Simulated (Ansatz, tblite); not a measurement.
# Be8O8 wurtzite ring rod (Be₈O₈): rung by rung

One table from this session's results is given with a row withheld; the runs are named, their logs left out.

Computed with Ansatz 0.2.0, Gaussian basis. Level: as each input shows.

The runs, in order: GFN1-xTB, GFN2-xTB, PBE-D4/def2-TZVP, r2SCAN-D4/def2-TZVP, revPBE-D4/def2-TZVP, PBE-QIDH/def2-TZVP, BHLYP-D4/def2-TZVP, PBE-D4/def2-SVP, PBE0-D4/def2-SVP, HF/6-31G, B3LYP-D4/6-31G, CCSD(T)/def2-TZVPP, MP2/def2-TZVP, RPA/def2-TZVP.

## The structure

The geometry is that of the singlet, from an earlier relaxation (PBE-D4/def2-SVP).

16 atoms, charge 0, spin multiplicity 1.

Bond lengths: O1–Be2 1.440 Å, O1–Be3 1.492 Å, Be2–O9 1.440 Å, Be3–O4 1.808 Å, Be3–O13 1.564 Å, O4–Be6 1.478 Å, O4–Be10 1.808 Å, O5–Be6 1.692 Å, O5–Be7 1.477 Å, O5–Be14 1.513 Å, Be6–O11 1.692 Å, Be7–O8 1.455 Å, O8–Be12 1.455 Å, O9–Be10 1.492 Å, Be10–O15 1.564 Å, O11–Be12 1.477 Å, O11–Be16 1.513 Å, O13–Be14 1.389 Å and more. Angles: Be2–O1–Be3 107.0°, O1–Be2–O9 155.6°, O1–Be3–O4 117.2°, O1–Be3–O13 131.3°, O4–Be3–O13 111.4°, Be3–O4–Be6 122.1°, Be3–O4–Be10 115.9°, Be6–O4–Be10 122.0°, Be6–O5–Be7 113.8°, Be6–O5–Be14 95.9°, Be7–O5–Be14 150.4°, O4–Be6–O5 124.8°, O4–Be6–O11 124.8°, O5–Be6–O11 110.3°, O5–Be7–O8 141.7°, Be7–O8–Be12 98.8°, Be2–O9–Be10 107.0°, O4–Be10–O9 117.2° and more.

PBE0-D4/def2-TZVP was run before; its log isn't repeated, and its numbers join the tables.

Set-up of the first run:

Tight binding, by tblite at 300 K electronic temperature and without a spin-polarisation term:

```python
tblite.interface.Calculator('GFN1-xTB', numbers, positions, charge=0, uhf=0).singlepoint()
```

Tight binding, by tblite at 300 K electronic temperature and without a spin-polarisation term:

```python
tblite.interface.Calculator('GFN2-xTB', numbers, positions, charge=0, uhf=0).singlepoint()
```

start.molden holds the orbitals of an earlier run on this state, given as this run's starting guess.

Contents of in.yaml:

```yaml
crystal:
  periodic: [false, false, false]
  atoms:
    - {symbol: O, position_ang: [0.727643, -1.204044, -3.194906]}
    - {symbol: Be, position_ang: [0.033597, 0.020507, -3.498942]}
    - {symbol: Be, position_ang: [0.775562, -1.321376, -1.707847]}
    - {symbol: O, position_ang: [0.006252, 0.003807, -0.747833]}
    - {symbol: O, position_ang: [0.674857, -1.214323, 1.695546]}
    - {symbol: Be, position_ang: [-0.007161, -0.004298, 0.729787]}
    - {symbol: Be, position_ang: [0.521473, -0.975951, 3.144620]}
    - {symbol: O, position_ang: [-0.036354, -0.022327, 4.091904]}
    - {symbol: O, position_ang: [-0.666784, 1.241175, -3.193873]}
    - {symbol: Be, position_ang: [-0.744604, 1.340224, -1.706741]}
    - {symbol: O, position_ang: [-0.706487, 1.195061, 1.696479]}
    - {symbol: Be, position_ang: [-0.577952, 0.941327, 3.145364]}
    - {symbol: O, position_ang: [1.390504, -2.418008, -0.777156]}
    - {symbol: Be, position_ang: [1.174322, -2.065031, 0.548627]}
    - {symbol: O, position_ang: [-1.378716, 2.425244, -0.775296]}
    - {symbol: Be, position_ang: [-1.186143, 2.058032, 0.550256]}
basis:
  gaussian: {orbitals: def2-TZVP, initial_orbitals: start.molden}
hamiltonian: {xc: pbe, dispersion: d4}
scf: {omitted_lower_state_checks: [starts]}
output: {forces: true, orbitals: {seedname: orbitals}}
```

Started as:

```
$ ansatz run in.yaml --threads 2 --pin off --events-out ev --progress --plain --max-ram 32768MiB --backend cuda --devices 0, --max-vram 18GiB
```

Steps of the session up to this table: PBE-D4/def2-TZVP; r2SCAN-D4/def2-TZVP; revPBE-D4/def2-TZVP; PBE-QIDH/def2-TZVP; BHLYP-D4/def2-TZVP; PBE-D4/def2-SVP; PBE0-D4/def2-SVP; HF/6-31G; B3LYP-D4/6-31G; CCSD(T)/def2-TZVPP; MP2/def2-TZVP; RPA/def2-TZVP.

One table of the session follows, with a row left open; its other results are not shown here.

It belongs to the step «Binding energy». 

| method | binding an atom (eV) |
| --- | --- |
| HF/6-31G | 3.480 |
| HF/def2-TZVP | 3.674 |
| HF/def2-TZVPP | 3.674 |
| PBE-D4/def2-SVP | 5.240 |
| PBE-D4/def2-TZVP | 5.204 |
| revPBE-D4/def2-TZVP | 5.011 |
| r2SCAN-D4/def2-TZVP | ? |
| B3LYP-D4/6-31G | 4.918 |
| PBE0-D4/def2-SVP | 5.029 |
| PBE0-D4/def2-TZVP | 5.016 |
| BHLYP-D4/def2-TZVP | 4.828 |
| PBE-QIDH/def2-TZVP | 4.967 |
| RPA/def2-TZVP | 4.423 |
| MP2/def2-TZVP | 5.131 |
| CCSD/def2-TZVPP | 4.632 |
| CCSD(T)/def2-TZVPP | 4.738 |

**Question.** Estimate the row for r2SCAN-D4/def2-TZVP.

The run gave: binding an atom (eV): 5.154. In the column «binding an atom (eV)» it lies between MP2/def2-TZVP (5.131) and PBE-D4/def2-TZVP (5.204).

Limits of these values: Free atoms were run apart at each level; binding is atoms less cluster, divided by the number of atoms, without zero-point or spin-orbit terms.
